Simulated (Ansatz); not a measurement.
# TiB4: the cost of one run

Program: Ansatz 0.2.0. Level of theory: DFT PBE, scalar-relativistic, plane waves, PAW. These are calculated values, not measurements.

## Step 1: The system as given

Symmetry: P-43m, No. 215, cubic system. The conventional cell has a = 3.666 Å, b = 3.666 Å, c = 3.666 Å, α = 90.00°, β = 90.00°, γ = 90.00°. Around Ti (site symmetry -43m) lie 4 B at 1.59 Å. B (site symmetry 3m) is surrounded by 1 Ti at 1.59 Å.

Structure file:

```
CELL_PARAMETERS angstrom
3.66612 0.00000 0.00000
0.00000 3.66612 0.00000
0.00000 0.00000 3.66612
ATOMIC_POSITIONS crystal
Ti 0.00000 0.00000 0.00000
B 0.25000 0.25000 0.25000
B 0.75000 0.75000 0.25000
B 0.25000 0.75000 0.75000
B 0.75000 0.25000 0.75000
```

The cell is invented: species swapped into a database cell of SnI4 (P-43m, No. 215), with Ti on the Sn sites and B on the I sites. The dimensions are guesses.

## Step 2: A first look at the guess

input.yaml reads:

```yaml
crystal:
  lattice:
    - [3.66611901, 0.0, 0.0]
    - [0.0, 3.66611901, 0.0]
    - [0.0, 0.0, 3.66611901]
  atoms:
    - { symbol: Ti, position: [0.0, 0.0, 0.0] }
    - { symbol: B, position: [0.25, 0.25, 0.25] }
    - { symbol: B, position: [0.75, 0.75, 0.25] }
    - { symbol: B, position: [0.25, 0.75, 0.75] }
    - { symbol: B, position: [0.75, 0.25, 0.75] }
basis:
  ecutwfc: 420
kpoints:
  mp_grid: { grid: [6, 6, 6] }
hamiltonian:
  xc: pbe
scf:
  occupations: { method: gaussian, width: 0.1 }
  lower_state_search: "off"
output:
  forces: true
  stress: true
  eigenvalues: true
```

Started as:

```console
$ ansatz run input.yaml --threads 1 --pin off --max-ram 2560MiB --backend cpu --events-out ev --progress --plain --runs-dir out
```

Q: Estimate wall time and peak memory on 1 thread of Arm Neoverse V1, shared host.

About 1.9 s, with a peak of 0.29 GiB.
